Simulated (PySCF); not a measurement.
# C7H11FN+: magnetic properties

Aim: compute the magnetic properties of C7H11FN+ (`CCC#C[C@@]1(F)C[C@@H]1[NH3+]`).

Programs: PySCF 2.14.0, with routines of our own; each step states its level. All values are computed. Atoms count from 0.

## (1) The system as given

20 atoms, charge 1, multiplicity 1; geometry from: GFN2-xTB.

## (2) Magnetic properties: GIAO B3LYP/pcSseg-1

Job settings and geometry (Å):

```
{"job": {"kind": "mag", "xc": "B3LYP", "basis": "pcSseg-1", "isotopologues": 0}, "charge": 1, "multiplicity": 1}
C      3.745374    -0.414206    -0.696297
C      2.907854     0.544381     0.153533
C      1.500524     0.313062    -0.034293
C      0.328931     0.080975    -0.176571
C     -1.047783    -0.169403    -0.433000
F     -1.449284     0.076935    -1.730807
C     -1.854258    -1.234830     0.250820
C     -2.151754     0.209249     0.543309
N     -3.362505     0.782626    -0.081435
H      3.541008    -1.446122    -0.423205
H      4.800945    -0.214415    -0.536222
H      3.522583    -0.284133    -1.752092
H      3.143366     0.410385     1.212563
H      3.130114     1.579288    -0.119153
H     -1.373894    -1.820632     1.018131
H     -2.552365    -1.792374    -0.355805
H     -1.906462     0.627813     1.508594
H     -4.226701     0.359355     0.283768
H     -3.402263     1.800924     0.056635
H     -3.298578     0.601803    -1.101205
```

With the program's defaults for keys left out, this is: GIAO B3LYP/pcSseg-1 magnetisability, rotational g tensor and spin-rotation constants, non-relativistic, gas phase.

Run with:

```sh
OMP_NUM_THREADS=1 python excited_run.py task.json out
```

One launch serves the whole session: the jobs run in the order shown.

The log of the run:

```text
coarse grid: 16576 points
cycle   1  E = -427.4010733822  dE =  1.599e+00  |g| = 6.563e-01  |ddm| = 4.402e+00
cycle   2  E = -427.3327729358  dE =  6.830e-02  |g| = 9.226e-01  |ddm| = 2.227e+00
cycle   3  E = -427.4897231057  dE = -1.570e-01  |g| = 1.964e-01  |ddm| = 1.174e+00
cycle   4  E = -427.4963236898  dE = -6.601e-03  |g| = 9.951e-02  |ddm| = 2.489e-01
cycle   5  E = -427.4985749392  dE = -2.251e-03  |g| = 2.644e-02  |ddm| = 8.842e-02
cycle   6  E = -427.4987198281  dE = -1.449e-04  |g| = 5.681e-03  |ddm| = 3.247e-02
cycle   7  E = -427.4987255417  dE = -5.714e-06  |g| = 1.619e-03  |ddm| = 7.595e-03
final grid: 160144 points
cycle   8  E = -427.5725735869  dE = -5.447e-05  |g| = 8.715e-03  |ddm| = 4.897e-02
cycle   9  E = -427.5725587564  dE =  1.483e-05  |g| = 1.260e-02  |ddm| = 1.897e-02
cycle  10  E = -427.5725892382  dE = -3.048e-05  |g| = 1.404e-03  |ddm| = 1.259e-02
cycle  11  E = -427.5725895700  dE = -3.318e-07  |g| = 5.635e-04  |ddm| = 1.648e-03
cycle  12  E = -427.5725896307  dE = -6.076e-08  |g| = 2.731e-04  |ddm| = 6.599e-04
cycle  13  E = -427.5725896469  dE = -1.620e-08  |g| = 3.960e-05  |ddm| = 2.330e-04
cycle  14  E = -427.5725896472  dE = -3.332e-10  |g| = 1.212e-05  |ddm| = 6.766e-05
converged SCF energy = -427.5725896472

Magnetisability tensor (1e-30 J/T^2)
    -1552.37       10.10      -81.70
       10.10    -1388.81       10.80
      -81.70       10.80    -1471.17
isotropic -1470.78   principal values   -1603.94  -1420.98  -1387.42
isotropic susceptibility -88.573 1e-6 cm^3/mol

Inertial axes            a          b          c
rot. const./GHz      4.2838     0.6567     0.6417
chi total           -93.387    -88.613    -83.717
chi diamagnetic    -385.412  -1954.028  -1982.487
chi paramagnetic    292.025   1865.415   1898.770
quadrupole/D A       52.625    -30.061    -22.564
g nuclear            0.6046     0.5917     0.5853
g electronic        -0.5877    -0.5755    -0.5724
g total              0.0169     0.0161     0.0130

Spin-rotation constants (kHz, H = +C I.J)
atom  isotope        aa         bb         cc
  5    19F        1.465      0.401      0.503
  8    14N        0.216      0.035      0.031
  9     1H       -0.471     -0.081      0.005
 10     1H        0.052     -0.078     -0.076
 11     1H       -0.467      0.006     -0.079
 12     1H       -0.456      0.004     -0.074
 13     1H       -0.461     -0.075      0.005
 14     1H       -0.449     -0.050     -0.042
 15     1H       -0.340     -0.064     -0.051
 16     1H       -0.526     -0.001     -0.074
 17     1H       -0.141     -0.074     -0.064
 18     1H       -0.535     -0.079      0.001
 19     1H       -0.498      0.000     -0.075
  0    13C*       0.597      0.095      0.091
  1    13C*       0.596      0.094      0.092
  2    13C*       0.444      0.252      0.258
  3    13C*       0.176      0.213      0.201
  4    13C*       1.207      0.100      0.158
  6    13C*       0.542      0.080      0.138
  7    13C*       0.622      0.111      0.132
* in the singly substituted isotopologue
```

Wall time 52 s (1 thread of Intel Xeon Platinum 8488C, shared host); peak memory 0.98 GiB.

In short:

```
              quantity                   value
       magnetisability        -1471·10⁻³⁰ J/T²
  molar susceptibility      -88.6·10⁻⁶ cm³/mol
rotational g (a, b, c)  0.0169, 0.0161, 0.0130
```

## (3) Magnetic properties: GIAO BLYP/MINI

Settings changed since step 2:

```diff
@@ -1,2 +1,2 @@
-{"job": {"kind": "mag", "xc": "B3LYP", "basis": "pcSseg-1", "isotopologues": 0}, "charge": 1, "multiplicity": 1}
+{"job": {"kind": "mag", "xc": "BLYP", "basis": "MINI"}, "charge": 1, "multiplicity": 1}
 C      3.745374    -0.414206    -0.696297
```

Method: GIAO BLYP/MINI magnetisability, rotational g tensor and spin-rotation constants, non-relativistic, gas phase.

The log of the run:

```text
coarse grid: 16576 points
cycle   1  E = -423.8985824966  dE =  1.829e+00  |g| = 4.302e-01  |ddm| = 6.841e+00
cycle   2  E = -423.7750907642  dE =  1.235e-01  |g| = 7.979e-01  |ddm| = 2.094e+00
cycle   3  E = -423.9588890194  dE = -1.838e-01  |g| = 1.818e-01  |ddm| = 1.363e+00
cycle   4  E = -423.9662453944  dE = -7.356e-03  |g| = 9.395e-02  |ddm| = 3.517e-01
cycle   5  E = -423.9689471892  dE = -2.702e-03  |g| = 2.302e-02  |ddm| = 1.565e-01
cycle   6  E = -423.9691479447  dE = -2.008e-04  |g| = 3.221e-03  |ddm| = 4.831e-02
cycle   7  E = -423.9691519462  dE = -4.001e-06  |g| = 7.859e-04  |ddm| = 8.239e-03
final grid: 160144 points
cycle   8  E = -423.9889194506  dE = -9.955e-06  |g| = 4.762e-03  |ddm| = 2.077e-02
cycle   9  E = -423.9889117256  dE =  7.725e-06  |g| = 6.766e-03  |ddm| = 1.946e-02
cycle  10  E = -423.9889261206  dE = -1.439e-05  |g| = 1.479e-03  |ddm| = 1.248e-02
cycle  11  E = -423.9889267844  dE = -6.638e-07  |g| = 4.360e-04  |ddm| = 2.406e-03
cycle  12  E = -423.9889268451  dE = -6.076e-08  |g| = 7.472e-05  |ddm| = 7.655e-04
cycle  13  E = -423.9889268469  dE = -1.816e-09  |g| = 1.495e-05  |ddm| = 1.470e-04
cycle  14  E = -423.9889268470  dE = -8.595e-11  |g| = 3.017e-06  |ddm| = 3.297e-05
converged SCF energy = -423.9889268470

Magnetisability tensor (1e-30 J/T^2)
    -1777.10        5.54      -65.48
        5.54    -1597.44        4.18
      -65.48        4.18    -1648.58
isotropic -1674.37   principal values   -1804.80  -1621.22  -1597.10
isotropic susceptibility -100.833 1e-6 cm^3/mol

Inertial axes            a          b          c
rot. const./GHz      4.2838     0.6567     0.6417
chi total          -106.934    -99.335    -96.231
chi diamagnetic    -400.261  -1968.370  -1995.560
chi paramagnetic    293.327   1869.034   1899.330
quadrupole/D A       53.918    -29.631    -24.287
g nuclear            0.6046     0.5917     0.5853
g electronic        -0.5903    -0.5766    -0.5726
g total              0.0143     0.0150     0.0128

Spin-rotation constants (kHz, H = +C I.J)
atom  isotope        aa         bb         cc
  5    19F        0.613      0.535      0.162
  8    14N        0.155      0.025      0.020
  9     1H       -0.568     -0.092     -0.004
 10     1H       -0.013     -0.090     -0.088
 11     1H       -0.563     -0.004     -0.091
 12     1H       -0.556     -0.006     -0.086
 13     1H       -0.561     -0.088     -0.005
 14     1H       -0.512     -0.057     -0.052
 15     1H       -0.424     -0.072     -0.062
 16     1H       -0.604     -0.011     -0.082
 17     1H       -0.219     -0.086     -0.073
 18     1H       -0.627     -0.091     -0.006
 19     1H       -0.618     -0.009     -0.092
  0    13C*       0.380      0.060      0.058
  1    13C*       0.395      0.058      0.057
  2    13C*       0.282      0.139      0.140
  3    13C*       0.127      0.110      0.100
  4    13C*       0.718      0.044      0.087
  6    13C*       0.267      0.033      0.102
  7    13C*       0.335      0.060      0.082
* in the singly substituted isotopologue
```

It took 15 s on 1 thread of Intel Xeon Platinum 8488C, shared host; peak memory 0.41 GiB.

In short:

```
              quantity                   value
       magnetisability        -1674·10⁻³⁰ J/T²
  molar susceptibility     -100.8·10⁻⁶ cm³/mol
rotational g (a, b, c)  0.0143, 0.0150, 0.0128
```

## (4) Magnetic properties side by side

```
              level  ξ (10⁻³⁰ J/T²)    g(a)    g(b)  gap (eV)  functions  time
GIAO B3LYP/pcSseg-1           -1471  0.0169  0.0161      5.87        208  52 s
     GIAO BLYP/MINI           -1674  0.0143  0.0150      5.75         56  15 s
```

## (5) What came out

| quantity | value |
| --- | --- |
| magnetisability (step 2, GIAO B3LYP/pcSseg-1) | -1471·10⁻³⁰ J/T² |
| molar susceptibility (step 2, GIAO B3LYP/pcSseg-1) | -88.6·10⁻⁶ cm³/mol |
| rotational g (a, b, c) (step 2, GIAO B3LYP/pcSseg-1) | 0.0169, 0.0161, 0.0130 |
| magnetisability over the levels | -1674 to -1471·10⁻³⁰ J/T² |

What this shows: For an ion, the motion of the centre of mass in the field is left out. GIAO BLYP/MINI has a minimal basis, so it is left out of the spread where two other levels stand. The magnetisability spreads by 12.9 % over 2 levels, from GIAO BLYP/MINI (15 s) to GIAO B3LYP/pcSseg-1 (52 s); the runs took 15 s to 52 s. Two levels can agree by chance, so this spread shows no convergence. Vibrational averaging and real surroundings are missing from these values.
